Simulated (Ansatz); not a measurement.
**SiGeH (sextet): from Hartree-Fock to the top rungs, cc-pVTZ**

One table from this session's results is given with a row withheld; the runs are named, their logs left out.

Computed with Ansatz 0.2.0, Gaussian basis. Level: cc-pVTZ, core rule «outside noble gas», up to 19 orbitals frozen.

To be run: UHF; CCSD(T) on ROHF; CCSD(T) on UHF; BCCD(T) on ROHF; CCSDT(Q) on ROHF; CCSDT(Q) on UHF; CASSCF and MRCISD+Q, 9 electrons in 9 orbitals; CASSCF and NEVPT2, 9 electrons in 9 orbitals.

3 further runs of the same task are left out: 3 set aside as unsound or not needed.

**The system**

The geometry is a PBE0/def2-TZVP stationary point (not a proven minimum) of the parent state, kept for this charge and spin. No spin-orbit coupling is included. The filled d shell of Ge may be among the frozen orbitals whatever the setting's name suggests; the logs give the count.

3 atoms, charge 0, spin multiplicity 6.

Atoms are counted from 1 here; the program's logs count them from 0.

Bond lengths: Si1–Ge2 2.394 Å, Ge2–H3 1.592 Å. Angles: Si1–Ge2–H3 106.5°.

Set-up of the first run:

in.yaml

```yaml
crystal:
  periodic: [false, false, false]
  atoms:
    - {symbol: Si, position_ang: [0.000000, 0.040626, 1.737197]}
    - {symbol: Ge, position_ang: [0.000000, -0.036181, -0.655626]}
    - {symbol: H, position_ang: [0.000000, 1.475453, -1.156210]}
basis:
  gaussian: {orbitals: cc-pVTZ}
magnetization: {spin_polarized: true, initial_magnetization: 5}
hamiltonian: {xc: hf}
output: {orbitals: {seedname: orbitals}}
```

The run is started by

```
$ ansatz run in.yaml --threads 1 --pin off --events-out ev --progress --plain --max-ram 4096MiB --backend cpu
```

Steps of the session up to this table: UHF; CCSD(T) on ROHF; CCSD(T) on UHF; BCCD(T) on ROHF; CCSDT(Q) on ROHF; CCSDT(Q) on UHF; CASSCF and MRCISD+Q, 9 electrons in 9 orbitals; CASSCF and NEVPT2, 9 electrons in 9 orbitals.

One table of the session follows, with a row left open; its other results are not shown here.

```
          method  from UCCSDT(Q) (meV)
            ROHF               +4626.6
             UHF               +4524.7
            RMP2               +1095.4
            UMP2               +1079.3
           RCCSD                +278.8
           UCCSD                +256.8
        RCCSD(T)                 +73.5
        UCCSD(T)                 +54.4
         BCCD(T)                 +70.8
          RCCSDT                 +30.4
          UCCSDT                 +10.8
       RCCSDT(Q)                     ?
       UCCSDT(Q)                     0
  CASSCF valence               +3751.5
  NEVPT2 valence               +1018.0
  MRCISD valence                +402.1
MRCISD+Q valence                +120.1
```

**Question.** Estimate the row for RCCSDT(Q).

As computed: from UCCSDT(Q) (meV): +19.7. In the column «from UCCSDT(Q) (meV)» it lies between UCCSDT (+10.8) and RCCSDT (+30.4).

Caveats from the session: Restricted and unrestricted rows rest on different reference determinants; where their highest levels disagree by more than a few hundredths of an eV, they describe different states and don't form one ladder.
